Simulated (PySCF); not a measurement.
# CH₁₂OSi₄: electronic excitations

What electronic excitations should CH₁₂OSi₄ (`C[SiH2][Si@H]([SiH3])[SiH2]O`) show?

The runs use PySCF 2.14.0, with density-fitted response routines of our own; the level of theory stands in each step. All values are computed, except where a source is named. Atoms are numbered from 0 throughout.

### 1 The starting structure

18 atoms, charge 0, multiplicity 1; geometry from: GFN2-xTB.

Bonds of the start (Å): C0–Si1 1.90, Si1–Si2 2.34, Si2–Si3 2.33, Si2–Si4 2.31, Si4–O5 1.63, C0–H6 1.09, C0–H7 1.09, C0–H8 1.09, Si1–H9 1.47, Si1–H10 1.47, Si2–H11 1.49, Si3–H12 1.47, Si3–H13 1.47, Si3–H14 1.47, Si4–H15 1.47, Si4–H16 1.47, O5–H17 0.95.

### 2 Ultraviolet spectrum: B3LYP/def2-SVPD

Job settings and geometry (Å):

```
{"job": {"kind": "uv", "xc": "B3LYP", "basis": "def2-SVPD", "nstates": 8, "ntriplets": 3}, "charge": 0, "multiplicity": 1}
C      2.772392    -1.045699     0.219565
Si     1.666714     0.367617    -0.412892
Si    -0.361440     0.351415     0.748771
Si    -1.291041    -1.784497     0.865323
Si    -1.850197     1.957133     0.019009
O     -2.092620     1.382960    -1.492533
H      3.723156    -1.083275    -0.303856
H      2.986460    -0.928398     1.278026
H      2.286288    -2.008773     0.089316
H      1.493719     0.167492    -1.860214
H      2.442434     1.613395    -0.282437
H     -0.044820     0.733505     2.153046
H     -1.444903    -2.390040    -0.461584
H     -2.618738    -1.828711     1.488438
H     -0.464117    -2.720290     1.637308
H     -3.153559     2.061136     0.693744
H     -1.379474     3.347169    -0.077154
H     -2.679014     1.814180    -2.107813
```

With the program's defaults for keys left out, this is: TDDFT B3LYP/def2-SVPD, vertical, gas phase, core orbitals frozen in the response.

Run with:

```bash
$ OMP_NUM_THREADS=1 python probes_run.py task.json out
```

One launch serves the whole session: the jobs run in the order shown.

Predict these results of the whole session: lowest singlet (B3LYP/def2-SVPD); brightest single state of those computed; lowest triplet.

**Answer**, as computed:

| quantity | value |
| --- | --- |
| lowest singlet (B3LYP/def2-SVPD) | 5.93 eV (209 nm), f = 0.074 |
| brightest single state of those computed | state 8, 6.94 eV, f = 0.175 |
| lowest triplet | 5.37 eV |

In words: The lowest singlet, at 5.93 eV, is HOMO→LUMO 0.95 and is bright; of the 8 states computed, the strongest absorption comes from states 6 to 8 together at 6.94 eV (the last computed, so partners may be missing). The lowest triplet lies 0.56 eV below the lowest singlet (triplets in Tamm-Dancoff, singlets in full TDDFT).
